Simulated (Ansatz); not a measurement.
# AsNH₃− (SMILES [NH-][AsH2]): functionals against CCSD(T) at one geometry

An exercise on one series of results from a longer session: the logs are not shown, and one member is left open.

The runs use Ansatz 0.2.0, Gaussian basis; single points in def2-TZVPPD.

Cores are frozen in the correlated methods. Filled d shells of the heavier atoms are correlated. B3LYP uses VWN-RPA correlation.

**Where the work starts**

SMILES `[NH-][AsH2]`, 5 atoms, charge -1, spin multiplicity 1.

Atoms are counted from 1 here; the program's logs count them from 0.

Bond lengths: N1–As2 1.816 Å, N1–H3 0.953 Å, As2–H4 1.640 Å, As2–H5 1.702 Å. Angles: As2–N1–H3 108.2°, N1–As2–H4 99.5°, N1–As2–H5 103.3°, H4–As2–H5 83.4°.

Coordinates:

```
atom     x (Å)     y (Å)     z (Å)
  N1   0.31850  -0.75130   0.93660
 As2   0.06430   0.03230  -0.68220
  H3   1.21310  -1.07940   0.97100
  H4  -1.57230   0.13000  -0.68080
  H5  -0.03100   1.68920  -0.30490
```

Set-up of the first run:

Input file run/in.yaml:

```yaml
crystal:
  periodic: [false, false, false]
  atoms:
    - {symbol: N, position_ang: [0.318500, -0.751300, 0.936600]}
    - {symbol: As, position_ang: [0.064300, 0.032300, -0.682200]}
    - {symbol: H, position_ang: [1.213100, -1.079400, 0.971000]}
    - {symbol: H, position_ang: [-1.572300, 0.130000, -0.680800]}
    - {symbol: H, position_ang: [-0.031000, 1.689200, -0.304900]}
basis:
  gaussian: {orbitals: "def2-TZVPPD.json"}
total_charge: -1
correlation: {method: ccsd_t}
output: {forces: true}
```

The basis file named in the input lies beside it (Basis Set Exchange, JSON).

No record of the launch command was kept for these runs.

Among the steps run: CCSD(T)/def2-TZVPPD; PBE0-D4/def2-TZVPPD; wB97M-V/def2-TZVPPD; r2SCAN-D4/def2-TZVPPD; PBE-D4/def2-TZVPPD; BHLYP-D4/def2-TZVPPD; B3LYP-D4/def2-TZVPPD.

One table of the session follows, with a row left open; its other results are not shown here.

```
   method  RMS force component (eV/Å)  angle to CCSD(T) forces (°)
  CCSD(T)                       1.512                    reference
  PBE0-D4                       1.492                          4.8
  wB97M-V                           ?                            ?
r2SCAN-D4                       1.476                          4.1
   PBE-D4                       1.512                          9.3
 BHLYP-D4                       1.428                         10.4
 B3LYP-D4                       1.422                          2.8
```

Estimate the missing values for wB97M-V.

The run gave: RMS force component (eV/Å): 1.496; angle to CCSD(T) forces (°): 5.0. In the column «RMS force component (eV/Å)» it lies between PBE0-D4 (1.492) and CCSD(T) (1.512).

Limits of these values: The anion's highest level is positive in at least one run, so there the basis alone may hold the extra electron.
